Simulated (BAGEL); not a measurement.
# One shape, several levels: singlet CH6NOSi+

Aim: a comparison of 5 runs (HF/STO-3G, B3LYP/6-31G*, B3LYP/def2-SVP, PBE0/def2-SVP, RI-MP2/def2-SVP) of singlet CH6NOSi+. 

Program for the calculation: BAGEL 1.2.2.

**1. The system as given**

The species is CH6NOSi+ (10 atoms), meant as a singlet with charge +1. SMILES of the parent species: `[CH2]O[SiH2]N`. The shape is that of a GFN2-xTB optimisation. This is one conformer, not always the lowest. That shape belongs to the parent species and isn't relaxed for this state.

Bond lengths: C1–O2 1.332 Å, O2–Si3 1.632 Å, Si3–N4 1.726 Å, C1–H5 1.072 Å, C1–H6 1.072 Å, Si3–H7 1.459 Å, Si3–H8 1.463 Å, N4–H9 1.009 Å, N4–H10 1.006 Å. Some angles: C1–O2–Si3 133.6°, O2–Si3–N4 109.3°, O2–C1–H5 116.6°, O2–C1–H6 120.8°, O2–Si3–H7 97.5°, O2–Si3–H8 112.9°, N4–Si3–H7 118.9°, N4–Si3–H8 103.5°, Si3–N4–H9 119.2°, Si3–N4–H10 119.3°.

**2. The energy at HF/STO-3G (density fitting with qzvpp-jkfit) (run 1)**

The input, job.json:

```json
{ "bagel" : [

{
  "title" : "molecule",
  "basis" : "sto-3g",
  "df_basis" : "qzvpp-jkfit",
  "angstrom" : "true",
  "geometry" : [
    { "atom" : "C", "xyz" : [   -1.159390,    1.088650,   -1.087210 ] },
    { "atom" : "O", "xyz" : [   -0.270910,    0.096880,   -1.130170 ] },
    { "atom" : "Si", "xyz" : [    0.313700,   -0.940480,   -0.014590 ] },
    { "atom" : "N", "xyz" : [    0.868190,   -0.051010,    1.356220 ] },
    { "atom" : "H", "xyz" : [   -1.371110,    1.584860,   -2.013580 ] },
    { "atom" : "H", "xyz" : [   -1.583770,    1.406050,   -0.155220 ] },
    { "atom" : "H", "xyz" : [    1.292590,   -1.604970,   -0.867990 ] },
    { "atom" : "H", "xyz" : [   -0.715680,   -1.818050,    0.542460 ] },
    { "atom" : "H", "xyz" : [    1.410540,    0.787470,    1.212040 ] },
    { "atom" : "H", "xyz" : [    1.215850,   -0.549380,    2.158030 ] }
  ]
},
{
  "title" : "hf",
  "charge" : 1
},
{
  "title" : "print",
  "file" : "orbitals.molden",
  "orbitals" : "true"
}

]}
```

The run is started by

```
$ BAGEL_NUM_THREADS=1 BAGEL job.json > job.out
```

Log:

```text
* using 1 threads per process

  ===============================================================
  ===============================================================

  *** Geometry ***

  { "atom" : "C", "xyz" : [     -2.190930,      2.057250,     -2.054529 ] },
  { "atom" : "O", "xyz" : [     -0.511946,      0.183077,     -2.135712 ] },
  { "atom" : "Si", "xyz" : [      0.592807,     -1.777250,     -0.027571 ] },
  { "atom" : "N", "xyz" : [      1.640641,     -0.096395,      2.562884 ] },
  { "atom" : "H", "xyz" : [     -2.591022,      2.994951,     -3.805115 ] },
  { "atom" : "H", "xyz" : [     -2.992892,      2.657049,     -0.293323 ] },
  { "atom" : "H", "xyz" : [      2.442641,     -3.032954,     -1.640263 ] },
  { "atom" : "H", "xyz" : [     -1.352439,     -3.435617,      1.025101 ] },
  { "atom" : "H", "xyz" : [      2.665534,      1.488103,      2.290424 ] },
  { "atom" : "H", "xyz" : [      2.297624,     -1.038178,      4.078086 ] },

  Number of auxiliary basis functions:      465

  Since a DF basis is specified, we compute 2- and 3-index integrals:
    o Being stored without compression. Storage requirement is 0.003 GB

  Number of basis functions:       30
  Number of electrons      :       41

    * METHOD: MOLECULE                             0.16

  *** RHF ***

  === Nuclear Repulsion ===
   174.2075779454

      * DIIS with orbital gradients will be used.

  === RHF iteration (sto-3g) ===
      0       -453.77635210          0.01812138           0.02
      1       -453.86228656          0.00810256           0.02
      2       -453.87541155          0.00182453           0.02
      3       -453.87632529          0.00040987           0.02
      4       -453.87641214          0.00011110           0.02
      5       -453.87642026          0.00004394           0.02
      6       -453.87642177          0.00001225           0.02
      7       -453.87642187          0.00000373           0.02
      8       -453.87642188          0.00000094           0.02
      9       -453.87642188          0.00000034           0.02
     10       -453.87642188          0.00000010           0.02
     11       -453.87642188          0.00000004           0.02
     12       -453.87642188          0.00000002           0.02
     13       -453.87642188          0.00000001           0.02
    * SCF iteration converged.

    * Permanent dipole moment:
           (    1.003824,    -1.049763,     0.819589) a.u.

    * METHOD: HF                                   0.36

    * METHOD: PRINT                                0.00

  ===============================================================
```

Run time: 0.68 s. Hardware: 1 thread of Arm Neoverse V2, shared host.

**3. The energy at B3LYP/6-31G(d) (density fitting with qzvpp-jkfit, spherical functions) (run 2)**

The input, input.json:

```json
{ "bagel" : [

{
  "title" : "molecule",
  "basis" : "6-31gs.json",
  "df_basis" : "qzvpp-jkfit",
  "angstrom" : true,
  "geometry" : [
    { "atom" : "C", "xyz" : [      -1.159390,       1.088650,      -1.087210 ] },
    { "atom" : "O", "xyz" : [      -0.270910,       0.096880,      -1.130170 ] },
    { "atom" : "Si", "xyz" : [       0.313700,      -0.940480,      -0.014590 ] },
    { "atom" : "N", "xyz" : [       0.868190,      -0.051010,       1.356220 ] },
    { "atom" : "H", "xyz" : [      -1.371110,       1.584860,      -2.013580 ] },
    { "atom" : "H", "xyz" : [      -1.583770,       1.406050,      -0.155220 ] },
    { "atom" : "H", "xyz" : [       1.292590,      -1.604970,      -0.867990 ] },
    { "atom" : "H", "xyz" : [      -0.715680,      -1.818050,       0.542460 ] },
    { "atom" : "H", "xyz" : [       1.410540,       0.787470,       1.212040 ] },
    { "atom" : "H", "xyz" : [       1.215850,      -0.549380,       2.158030 ] }
  ]
},

{ "title" : "ks", "xc_func" : "b3lyp", "charge" : 1 },

{ "title" : "print", "file" : "orbitals.molden", "orbitals" : true }

]}
```

The basis set 6-31G* is read from a file made from the Basis Set Exchange's data (not shown).

The run is started by

```
$ BAGEL_NUM_THREADS=1 BAGEL input.json > input.out
```

Log:

```text
* using 1 threads per process

  ===============================================================
  ===============================================================

  *** Geometry ***

  { "atom" : "C", "xyz" : [     -2.190930,      2.057250,     -2.054529 ] },
  { "atom" : "O", "xyz" : [     -0.511946,      0.183077,     -2.135712 ] },
  { "atom" : "Si", "xyz" : [      0.592807,     -1.777250,     -0.027571 ] },
  { "atom" : "N", "xyz" : [      1.640641,     -0.096395,      2.562884 ] },
  { "atom" : "H", "xyz" : [     -2.591022,      2.994951,     -3.805115 ] },
  { "atom" : "H", "xyz" : [     -2.992892,      2.657049,     -0.293323 ] },
  { "atom" : "H", "xyz" : [      2.442641,     -3.032954,     -1.640263 ] },
  { "atom" : "H", "xyz" : [     -1.352439,     -3.435617,      1.025101 ] },
  { "atom" : "H", "xyz" : [      2.665534,      1.488103,      2.290424 ] },
  { "atom" : "H", "xyz" : [      2.297624,     -1.038178,      4.078086 ] },

  Number of auxiliary basis functions:      465

  Since a DF basis is specified, we compute 2- and 3-index integrals:
    o Being stored without compression. Storage requirement is 0.019 GB

  Number of basis functions:       72
  Number of electrons      :       41

    * METHOD: MOLECULE                             0.20

  *** Kohn-Sham DFT ***

    * Removing 17880 points whose weight is below 1.00e-10
    * Grid points: 131180

  === Nuclear Repulsion ===
   174.2075779454

       - DIIS with orbital gradients will be used.

  === KS iteration (b3lyp / 6-31gs.json) ===
      0       -431.77952722          0.14883475           0.36
      1       -426.89760286          0.17237675           0.35
      2       -435.87499198          0.15841923           0.34
      3       -458.20229444          0.07953359           0.34
      4       -456.35163905          0.09214996           0.34
      5       -460.86134770          0.00933329           0.34
      6       -460.88470300          0.00402568           0.34
      7       -460.88877809          0.00259999           0.34
      8       -460.88865667          0.00275518           0.35
      9       -460.89103008          0.00008788           0.35
     10       -460.89103251          0.00002784           0.34
     11       -460.89103282          0.00001732           0.34
     12       -460.89103294          0.00000320           0.34
     13       -460.89103296          0.00000232           0.35
     14       -460.89103297          0.00000112           0.35
     15       -460.89103297          0.00000054           0.35
     16       -460.89103297          0.00000010           0.35
     17       -460.89103297          0.00000002           0.35
     18       -460.89103297          0.00000001           0.35
     19       -460.89103297          0.00000001           0.34
    * SCF iteration converged.

    * Permanent dipole moment:
           (    0.979160,    -1.396690,     0.595583) a.u.

    * METHOD: KS                                   7.54

    * METHOD: PRINT                                0.01

  ===============================================================
```

Run time: 8.1 s. Hardware: 1 thread of Arm Neoverse V2, shared host; peak memory 0.45 GiB.

**4. A single-point energy at B3LYP/def2-SVP (density fitting with qzvpp-jkfit) (run 3)**

The input, job.json:

```json
{ "bagel" : [

{
  "title" : "molecule",
  "basis" : "svp",
  "df_basis" : "qzvpp-jkfit",
  "angstrom" : true,
  "geometry" : [
    { "atom" : "C", "xyz" : [      -1.159390,       1.088650,      -1.087210 ] },
    { "atom" : "O", "xyz" : [      -0.270910,       0.096880,      -1.130170 ] },
    { "atom" : "Si", "xyz" : [       0.313700,      -0.940480,      -0.014590 ] },
    { "atom" : "N", "xyz" : [       0.868190,      -0.051010,       1.356220 ] },
    { "atom" : "H", "xyz" : [      -1.371110,       1.584860,      -2.013580 ] },
    { "atom" : "H", "xyz" : [      -1.583770,       1.406050,      -0.155220 ] },
    { "atom" : "H", "xyz" : [       1.292590,      -1.604970,      -0.867990 ] },
    { "atom" : "H", "xyz" : [      -0.715680,      -1.818050,       0.542460 ] },
    { "atom" : "H", "xyz" : [       1.410540,       0.787470,       1.212040 ] },
    { "atom" : "H", "xyz" : [       1.215850,      -0.549380,       2.158030 ] }
  ]
},

{
  "title" : "ks",
  "xc_func" : "b3lyp",
  "charge" : 1
},

{
  "title" : "print",
  "file" : "orbitals.molden",
  "orbitals" : true
}

]}
```

The run is started by

```
$ BAGEL_NUM_THREADS=1 BAGEL job.json > job.out
```

Log:

```text
* using 1 threads per process

  ===============================================================
  ===============================================================

  *** Geometry ***

  { "atom" : "C", "xyz" : [     -2.190930,      2.057250,     -2.054529 ] },
  { "atom" : "O", "xyz" : [     -0.511946,      0.183077,     -2.135712 ] },
  { "atom" : "Si", "xyz" : [      0.592807,     -1.777250,     -0.027571 ] },
  { "atom" : "N", "xyz" : [      1.640641,     -0.096395,      2.562884 ] },
  { "atom" : "H", "xyz" : [     -2.591022,      2.994951,     -3.805115 ] },
  { "atom" : "H", "xyz" : [     -2.992892,      2.657049,     -0.293323 ] },
  { "atom" : "H", "xyz" : [      2.442641,     -3.032954,     -1.640263 ] },
  { "atom" : "H", "xyz" : [     -1.352439,     -3.435617,      1.025101 ] },
  { "atom" : "H", "xyz" : [      2.665534,      1.488103,      2.290424 ] },
  { "atom" : "H", "xyz" : [      2.297624,     -1.038178,      4.078086 ] },

  Number of auxiliary basis functions:      465

  Since a DF basis is specified, we compute 2- and 3-index integrals:
    o Being stored without compression. Storage requirement is 0.030 GB

  Number of basis functions:       90
  Number of electrons      :       41

    * METHOD: MOLECULE                             0.21

  *** Kohn-Sham DFT ***

    * Removing 17880 points whose weight is below 1.00e-10
    * Grid points: 131180

  === Nuclear Repulsion ===
   174.2075779454

       - DIIS with orbital gradients will be used.

  === KS iteration (b3lyp / svp) ===
      0       -431.55505072          0.12683204           0.45
      1       -414.33337297          0.17296835           0.43
      2       -435.56678740          0.12863957           0.42
      3       -457.27995458          0.07474889           0.43
      4       -455.35869541          0.08558673           0.43
      5       -459.28872622          0.03808205           0.42
      6       -460.40532943          0.02426214           0.42
      7       -460.63457173          0.01067884           0.43
      8       -460.68479996          0.00403930           0.42
      9       -460.69225733          0.00166525           0.43
     10       -460.69334439          0.00073025           0.43
     11       -460.69371320          0.00022628           0.43
     12       -460.69373691          0.00004774           0.43
     13       -460.69373851          0.00002546           0.43
     14       -460.69373897          0.00000951           0.43
     15       -460.69373915          0.00000534           0.43
     16       -460.69373919          0.00000274           0.42
     17       -460.69373921          0.00000050           0.42
     18       -460.69373921          0.00000013           0.42
     19       -460.69373921          0.00000005           0.42
     20       -460.69373921          0.00000001           0.42
     21       -460.69373921          0.00000000           0.42
    * SCF iteration converged.

    * Permanent dipole moment:
           (    0.996912,    -1.396178,     0.560387) a.u.

    * METHOD: KS                                  10.08

    * METHOD: PRINT                                0.01

  ===============================================================
```

It took 11 s on 1 thread of Arm Neoverse V2, shared host; peak memory 0.53 GiB.

Run 4 isn't shown in full; the table further down has it.

**5. A single-point energy at RI-MP2/def2-SVP (density fitting with qzvpp-jkfit) (run 5)**

The input, input.json:

```json
{ "bagel": [

{
  "title": "molecule",
  "basis": "svp",
  "df_basis": "qzvpp-jkfit",
  "angstrom": true,
  "geometry": [
    { "atom": "C", "xyz": [      -1.159390,       1.088650,      -1.087210 ] },
    { "atom": "O", "xyz": [      -0.270910,       0.096880,      -1.130170 ] },
    { "atom": "Si", "xyz": [       0.313700,      -0.940480,      -0.014590 ] },
    { "atom": "N", "xyz": [       0.868190,      -0.051010,       1.356220 ] },
    { "atom": "H", "xyz": [      -1.371110,       1.584860,      -2.013580 ] },
    { "atom": "H", "xyz": [      -1.583770,       1.406050,      -0.155220 ] },
    { "atom": "H", "xyz": [       1.292590,      -1.604970,      -0.867990 ] },
    { "atom": "H", "xyz": [      -0.715680,      -1.818050,       0.542460 ] },
    { "atom": "H", "xyz": [       1.410540,       0.787470,       1.212040 ] },
    { "atom": "H", "xyz": [       1.215850,      -0.549380,       2.158030 ] }
  ]
},

{ "title": "hf", "charge": 1 },

{ "title": "mp2", "charge": 1, "ncore": 8 }

]}
```

The run is started by

```
$ BAGEL_NUM_THREADS=1 BAGEL input.json > input.out
```

Log:

```text
* using 1 threads per process

  ===============================================================
  ===============================================================

  *** Geometry ***

  { "atom" : "C", "xyz" : [     -2.190930,      2.057250,     -2.054529 ] },
  { "atom" : "O", "xyz" : [     -0.511946,      0.183077,     -2.135712 ] },
  { "atom" : "Si", "xyz" : [      0.592807,     -1.777250,     -0.027571 ] },
  { "atom" : "N", "xyz" : [      1.640641,     -0.096395,      2.562884 ] },
  { "atom" : "H", "xyz" : [     -2.591022,      2.994951,     -3.805115 ] },
  { "atom" : "H", "xyz" : [     -2.992892,      2.657049,     -0.293323 ] },
  { "atom" : "H", "xyz" : [      2.442641,     -3.032954,     -1.640263 ] },
  { "atom" : "H", "xyz" : [     -1.352439,     -3.435617,      1.025101 ] },
  { "atom" : "H", "xyz" : [      2.665534,      1.488103,      2.290424 ] },
  { "atom" : "H", "xyz" : [      2.297624,     -1.038178,      4.078086 ] },

  Number of auxiliary basis functions:      465

  Since a DF basis is specified, we compute 2- and 3-index integrals:
    o Being stored without compression. Storage requirement is 0.030 GB

  Number of basis functions:       90
  Number of electrons      :       41

    * METHOD: MOLECULE                             0.21

  *** RHF ***

  === Nuclear Repulsion ===
   174.2075779454

      * DIIS with orbital gradients will be used.

  === RHF iteration (svp) ===
      0       -458.92867538          0.01813183           0.07
      1       -459.07003463          0.01104231           0.07
      2       -459.12783749          0.00161643           0.07
      3       -459.12949442          0.00070674           0.07
      4       -459.12975809          0.00011175           0.07
      5       -459.12976712          0.00002623           0.07
      6       -459.12976794          0.00001081           0.07
      7       -459.12976813          0.00000344           0.07
      8       -459.12976815          0.00000169           0.07
      9       -459.12976815          0.00000064           0.07
     10       -459.12976815          0.00000029           0.07
     11       -459.12976815          0.00000010           0.07
     12       -459.12976815          0.00000002           0.07
     13       -459.12976815          0.00000001           0.07
    * SCF iteration converged.

    * Permanent dipole moment:
           (    1.276124,    -1.678383,     0.751690) a.u.

    * METHOD: HF                                   1.11

  *** RHF ***

  === Nuclear Repulsion ===
   174.2075779454

      * DIIS with orbital gradients will be used.

  === RHF iteration (svp) ===
      0       -459.12976815          0.00000000           0.07
    * SCF iteration converged.

    * Permanent dipole moment:
           (    1.276124,    -1.678383,     0.751690) a.u.

  === DF-MP2 calculation ===

    * freezing 8 orbitals
    * 3-index integral transformation done
    * assembly done

      MP2 correlation energy:   -0.5654277386      0.05

      MP2 total energy:       -459.6951958883

    * METHOD: MP2                                  0.19

  ===============================================================
```

Run time: 1.7 s. Hardware: 1 thread of Arm Neoverse V2, shared host; peak memory 0.12 GiB.

**6. All runs side by side**

| run | level | frozen core orbitals | energy (Eh) | HOMO energy (eV) | LUMO energy (eV) | HOMO–LUMO gap (eV) | wall time |
| --- | --- | --- | --- | --- | --- | --- | --- |
| 1 | HF/STO-3G (density fitting with qzvpp-jkfit) | – | -453.876422 | -13.52 | -3.17 | 10.36 | 0.68 s |
| 2 | B3LYP/6-31G* (density fitting with qzvpp-jkfit, spherical functions) | – | -460.891033 | -11.81 | -10.14 | 1.67 | 8.1 s |
| 3 | B3LYP/def2-SVP (density fitting with qzvpp-jkfit) | – | -460.693739 | -11.89 | -10.27 | 1.62 | 11 s |
| 4 | PBE0/def2-SVP (density fitting with qzvpp-jkfit) | – | -460.352398 | -12.15 | -10.04 | 2.11 | 11 s |
| 5 | RI-MP2/def2-SVP (density fitting with qzvpp-jkfit) | 8 | -459.695196 | – | – | – | 1.7 s |

**7. Summary of results**

```
                                          quantity          value
                               run 5: total energy  -459.69520 Eh
run 5: correlation energy (8 core orbitals frozen)     -565.4 mEh
```

**Reading.** Over runs 1, 2, 3, 4 the HOMO–LUMO gap runs from 1.62 eV (B3LYP/def2-SVP) to 10.36 eV (HF/STO-3G). The two ends differ in method and basis. Totals of different functionals can't be ranked against each other. In run 1 the basis is minimal, so the values are rough. All runs together took 32 s, the longest 11 s.
